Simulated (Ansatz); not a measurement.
# Zr3AlN4: the cost of one run

Computed with Ansatz 0.2.0 (DFT PBE, scalar-relativistic, plane waves, PAW, unless a step's input says otherwise).

1 further run of the same task is left out (it didn't finish).

### 1 The starting structure

The structure is tetragonal, space group I4/mmm (No. 139). Conventional cell: a = 4.755 Å, b = 4.755 Å, c = 9.510 Å, α = 90.00°, β = 90.00°, γ = 90.00°. Zr (site symmetry -4m2) has 6 N at 2.38 Å as nearest neighbours. Around Zr (site symmetry 4/mmm) lie 6 N at 2.38 Å. Al (site symmetry 4/mmm) has 6 N at 2.38 Å as nearest neighbours. N (site symmetry mmm) has 4 Zr at 2.38 Å and 2 Al at 2.38 Å as nearest neighbours. N (site symmetry 4mm) has 5 Zr at 2.38 Å and 1 Al at 2.38 Å as nearest neighbours.

As a file:

```cif
data_structure
_symmetry_space_group_name_H-M 'P 1'
_symmetry_Int_Tables_number 1
_cell_length_a 5.8234
_cell_length_b 5.8234
_cell_length_c 5.8234
_cell_angle_alpha 131.810
_cell_angle_beta 131.810
_cell_angle_gamma 70.529
_cell_volume 107.50
loop_
_atom_site_label
_atom_site_type_symbol
_atom_site_fract_x
_atom_site_fract_y
_atom_site_fract_z
_atom_site_occupancy
Zr1 Zr 0.75000 0.25000 0.50000 1
Zr2 Zr 0.50000 0.50000 0.00000 1
Zr3 Zr 0.25000 0.75000 0.50000 1
Al1 Al 0.00000 0.00000 0.00000 1
N1 N 0.50000 0.00000 0.50000 1
N2 N 0.25000 0.25000 0.00000 1
N3 N 0.00000 0.50000 0.50000 1
N4 N 0.75000 0.75000 0.00000 1
```

The start is an ordering of an alloy on its end members' structure types: elements ordered on the sites of the ZrN type, Zr/Al on Zr (I4/mmm, No. 139).

### 2 The guess as it stands, on a coarse mesh

The input, input.yaml:

```yaml
crystal:
  lattice:
    - [-2.37741076, 2.37741076, 4.75482153]
    - [2.37741076, -2.37741076, 4.75482153]
    - [2.37741076, 2.37741076, -4.75482153]
  atoms:
    - { symbol: Zr, position: [0.75, 0.25, 0.5] }
    - { symbol: Zr, position: [0.5, 0.5, 0.0] }
    - { symbol: Zr, position: [0.25, 0.75, 0.5] }
    - { symbol: Al, position: [0.0, 0.0, 0.0] }
    - { symbol: "N", position: [0.5, 0.0, 0.5] }
    - { symbol: "N", position: [0.25, 0.25, 0.0] }
    - { symbol: "N", position: [0.0, 0.5, 0.5] }
    - { symbol: "N", position: [0.75, 0.75, 0.0] }
basis:
  ecutwfc: 420
kpoints:
  mp_grid: { grid: [6, 6, 6] }
hamiltonian:
  xc: pbe
scf:
  occupations: { method: gaussian, width: 0.1 }
  lower_state_search: "off"
output:
  forces: true
  stress: true
  eigenvalues: true
```

Command:

```sh
$ ansatz run input.yaml --threads 1 --pin off --max-ram 2560MiB --backend cpu --events-out ev --progress --plain --runs-dir out
```

**Question.** How long does this run take on 1 thread of AMD EPYC 9R45 (Zen 5), shared host, and how much memory does it need?

About 3 s, with a peak of 0.46 GiB.
